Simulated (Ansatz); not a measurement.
CoO, space group P3m1, a relaxation of cell and ions

Run with the Python package of Ansatz (0.2.0).

`POSCAR`
```text
CoO
1.0
   3.19764574    0.00000000    0.00000000
  -1.59882287    2.76924245    0.00000000
   0.00000000    0.00000000    5.22870971
Co O
2 2
Direct
   0.00000000    0.00000000    0.00347414
   0.33333333    0.66666667    0.50336241
   0.00000000    0.00000000    0.37160885
   0.33333333    0.66666667    0.87155560
```

Script `coo.py`:
```python
"""Variable-cell relaxation of CoO."""

import warnings

import ansatz as az
from ase import Atoms
from ase.data import atomic_numbers
from ase.io import read
from ase.io import write
import numpy as np
import spglib

def edges_and_angles(cell):
    cell = np.asarray(cell)
    a, b, c = np.linalg.norm(cell, axis=1)
    cosines = cell[1] @ cell[2] / (b * c), cell[0] @ cell[2] / (a * c), cell[0] @ cell[1] / (a * b)
    return (a, b, c, *np.degrees(np.arccos(cosines)))


def main() -> None:
    warnings.simplefilter("ignore", az.DeckWarning)

    atoms = read("POSCAR", format="vasp")
    cell = az.Crystal.from_ase(atoms).moments(Co=3.2)

    # shape and ions at fixed volume
    job = cell.calculation()
    job = job.functional("pbesol")
    job = job.basis(19 * az.Ha).kpoints(spacing=0.29)
    job = job.occupations("fermi_dirac", width=0.15).spin("collinear")
    job = job.relax(fix_cell=["volume"])
    steps = []


    def collect(event):
        if event["event"] == "relax_step":
            steps.append(event["data"])


    outcome = job.session().plan().execute(on_event=collect)
    report = outcome.report
    for s in steps:
        flag = "" if s["accepted"] else "  (rejected)"
        print("step %2d  E = %.5f eV  largest force component = %.4f eV/A%s" % (s["step"], s["lagrangian_ev"], s["allowed_force_max_ev_ang"], flag))

    first, last = steps[0], steps[-1]
    symbols = [site.symbol for site in outcome.lattice.sites]
    print(f"energy gained {first['lagrangian_ev'] - last['lagrangian_ev']:.4f} eV in {len(steps) - 1} steps")
    for label, vectors in (("before", first["cell_ang"]), ("after", outcome.lattice.cell_ang)):
        print(label, "a b c (A) {:.4f} {:.4f} {:.4f}  angles {:.2f} {:.2f} {:.2f}".format(*edges_and_angles(vectors)), f" V = {abs(np.linalg.det(vectors)):.3f} A^3")
    print("final stress xx yy zz (GPa, compression positive):", np.round(np.diag(report["stress_gpa"]), 3) + 0.0)

    relaxed = Atoms(symbols, positions=[site.position_ang for site in outcome.lattice.sites], cell=outcome.lattice.cell_ang, pbc=True)
    write("relaxed.cif", relaxed, format="cif")

    fractions = [site.position_frac for site in outcome.lattice.sites]
    numbers = [atomic_numbers[s] for s in symbols]
    for tolerance in (1e-3, 1e-2, 1e-1):
        print(f"space group at {tolerance} A:", spglib.get_spacegroup((outcome.lattice.cell_ang, fractions, numbers), symprec=tolerance))

    print(f"free energy      {report['free_energy_ev']:.5f} eV")
    print(f"per atom         {report['free_energy_ev'] / len(outcome.lattice.sites):.5f} eV")
    print(f"SCF iterations   {report['n_iterations']}  (converged: {report['converged']})")


if __name__ == "__main__":
    main()
```

```console
$ python coo.py
RunWarning: the starting moments were not kept: 1 of 2 ended reversed and 1 kept their direction, counting a site from 0.1 μB. The largest reversed, site 1 (counted from 0, in the order of the [...]
step  1  E = -11305.16709 eV  largest force component = 0.0258 eV/A
step  2  E = -11305.17186 eV  largest force component = 0.0263 eV/A
step  3  E = -11305.17453 eV  largest force component = 0.0151 eV/A
step  4  E = -11305.17455 eV  largest force component = 0.0090 eV/A
step  5  E = -11305.17457 eV  largest force component = 0.0002 eV/A
step  6  E = -11305.17459 eV  largest force component = 0.0002 eV/A
energy gained 0.0075 eV in 5 steps
before a b c (A) 3.1976 3.1976 5.2287  angles 90.00 90.00 120.00  V = 46.301 A^3
after a b c (A) 3.1695 3.1695 5.3220  angles 90.00 90.00 120.00  V = 46.301 A^3
final stress xx yy zz (GPa, compression positive): [-10.763 -10.763 -10.753]
space group at 0.001 A: P6_3mc (186)
space group at 0.01 A: P6_3mc (186)
space group at 0.1 A: P6_3mc (186)
free energy      -11305.17459 eV
per atom         -2826.29365 eV
SCF iterations   8  (converged: True)
```
(Warnings from the package without file and line, shortened, repeats left out.)

It writes `relaxed.cif`:
```cif
data_image0
_chemical_formula_structural       Co2O2
_chemical_formula_sum              "Co2 O2"
_cell_length_a       3.169507814558384
_cell_length_b       3.169507814558384
_cell_length_c       5.3219596018948945
_cell_angle_alpha    90.0
_cell_angle_beta     90.0
_cell_angle_gamma    120.00000000000001

_space_group_name_H-M_alt    "P 1"
_space_group_IT_number       1

loop_
  _space_group_symop_operation_xyz
  'x, y, z'

loop_
  _atom_site_type_symbol
  _atom_site_label
  _atom_site_symmetry_multiplicity
  _atom_site_fract_x
  _atom_site_fract_y
  _atom_site_fract_z
  _atom_site_occupancy
  Co  Co1       1.0  0.0  2.775557561562891e-17  0.006322107133728846  1.0000
  Co  Co2       1.0  0.33333333333333337  0.6666666666666667  0.5063217684787069  1.0000
  O   O1        1.0  0.0  2.7755575615628914e-17  0.3686801176429379  1.0000
  O   O2        1.0  0.33333333333333337  0.6666666666666667  0.8686770067446262  1.0000
```

Caveats:
- Total energies depend on the potentials; only differences at equal settings carry meaning.
- The SCF didn't keep the moments it started from (some shrank, vanished or turned); what is printed is the state reached.
- Part of the cell is held or a pressure is applied, so the end point needn't be the zero-pressure lattice.
- The mesh is modest for a metal, so energies can be off by several to tens of meV an atom and pressures by half a GPa or more; differences at equal mesh fare better.
- Energies along a relaxation are free energies. Rows at an unchanged volume are solved on a plane-wave basis chosen afresh for that cell, so the energy jumps there and such rows are no steps of the walk.
- Within a few hundredths of an angstrom the cell has the higher group P6_3mc; the lower one is a small distortion.
- A Fermi-Dirac width this large means warm electrons, whose thermal share enters the free energy.
- The cell relaxed to the group P6_3mc; tensors and edges are in the axes of the typed cell.
- Without a Hubbard U or exact exchange, semilocal functionals often make such 3d compounds metallic or too weakly gapped.
- This cell is a computed structure, which may not be the phase found in nature.
- The script silences the warnings on its input, which a real study should read.
- Run time: 2.1 min on 1 thread of Arm Neoverse V1, on a shared host, peak memory 0.57 GiB.

(Lines on the test bed's own set-up are left out of the output.)
